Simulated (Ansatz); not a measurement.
# AlF₂H₃OSi: a ladder of functionals and wavefunction methods

One table from this session's results is given with a row withheld; the runs are named, their logs left out.

Computed with Ansatz 0.2.0, Gaussian basis. Level: functionals in def2-TZVPP, the program's frozen cores in correlated methods.

Levels to be run: LDA (SPW92), PBE-D4, revPBE-D4, BLYP-D4, r2SCAN-D4, B97M-V, PBE0-D4, B3LYP-D4, r2SCANh-D4, r2SCAN0-D4, HSE06-D4, BHLYP-D4, CAM-B3LYP-D4, LC-ωPBE, ωB97X-V, ωB97M-V, B2PLYP, PBE-QIDH; CCSD(T)/def2-SVP; CCSD(T)/def2-TZVPP; MP2/def2-QZVPP; extrapolation to the limit; RPA on PBE.

## Structure used throughout

All runs share one geometry, relaxed beforehand with PBE0-D4 in a triple-zeta def2 set.

SMILES `[F][Al]([F])[O][SiH3]`, 8 atoms, charge 0, spin multiplicity 1.

Atoms are counted from 1 here; the program's logs count them from 0.

Bond lengths: F1–Al2 1.634 Å, Al2–F3 1.634 Å, Al2–O4 1.656 Å, O4–Si5 1.630 Å, Si5–H6 1.485 Å, Si5–H7 1.485 Å, Si5–H8 1.485 Å. Angles: F1–Al2–F3 117.9°, F1–Al2–O4 121.0°, F3–Al2–O4 121.1°, Al2–O4–Si5 178.6°, O4–Si5–H6 109.7°, O4–Si5–H7 109.8°, O4–Si5–H8 109.4°, H6–Si5–H7 109.2°, H6–Si5–H8 109.4°, H7–Si5–H8 109.3°.

Set-up of the first run:

The input, in.yaml:

```yaml
crystal:
  periodic: [false, false, false]
  atoms:
    - {symbol: F, position_ang: [1.804772, -1.724052, 1.720423]}
    - {symbol: Al, position_ang: [0.792045, -1.595322, 0.444565]}
    - {symbol: F, position_ang: [0.487474, -2.943207, -0.427665]}
    - {symbol: O, position_ang: [0.097181, -0.144835, 0.048336]}
    - {symbol: Si, position_ang: [-0.610531, 1.263804, -0.365162]}
    - {symbol: H, position_ang: [-0.891208, 2.060246, 0.856605]}
    - {symbol: H, position_ang: [-1.885874, 0.995615, -1.077728]}
    - {symbol: H, position_ang: [0.298241, 2.030650, -1.255174]}
basis:
  gaussian: {orbitals: def2-TZVPP}
hamiltonian: {xc: lda}
output: {orbitals: {seedname: orbitals}}
```

Among the steps run: LDA; PBE-D4 (GGA); revPBE-D4 (GGA); BLYP-D4 (GGA); r2SCAN-D4 (meta-GGA); B97M-V (meta-GGA); PBE0-D4 (hybrid); B3LYP-D4 (hybrid); r2SCANh-D4 (hybrid); r2SCAN0-D4 (hybrid); HSE06-D4 (hybrid); BHLYP-D4 (hybrid); CAM-B3LYP-D4 (range-separated); LC-ωPBE-D4 (range-separated; the results give it without D4); ωB97X-V (range-separated); ωB97M-V (range-separated); B2PLYP (double hybrid); PBE-QIDH (double hybrid).

One table of the session follows, with a row left open; its other results are not shown here.

It belongs to the step «Frontier levels by functional». 

```
  functional  HOMO (eV)  gap (eV)
 LDA (SPW92)      -7.79      5.38
      PBE-D4      -7.69      5.57
   revPBE-D4      -7.65      5.69
     BLYP-D4      -7.61      5.51
   r2SCAN-D4      -8.05      6.43
      B97M-V      -8.14      6.13
     PBE0-D4      -9.15      7.92
    B3LYP-D4      -8.94      7.37
  r2SCANh-D4      -8.59      7.25
  r2SCAN0-D4          ?         ?
    HSE06-D4      -8.74      7.14
    BHLYP-D4     -10.55     10.03
CAM-B3LYP-D4     -10.60     10.20
     LC-ωPBE     -11.96     12.94
     ωB97X-V     -11.61     12.36
     ωB97M-V     -11.45     11.83
```

Estimate the missing values for r2SCAN0-D4.

Worked estimate for «HOMO (eV)». Against the share of exact exchange, r2SCAN-D4 (0, -8.05), r2SCANh-D4 (0.1, -8.59) give a slope of -5.40 per unit share; at 0.25 the line stands at -9.40.

**Answer.** HOMO (eV): -9.39; gap (eV): 8.45. In «HOMO (eV)» the line misses by -0.01.
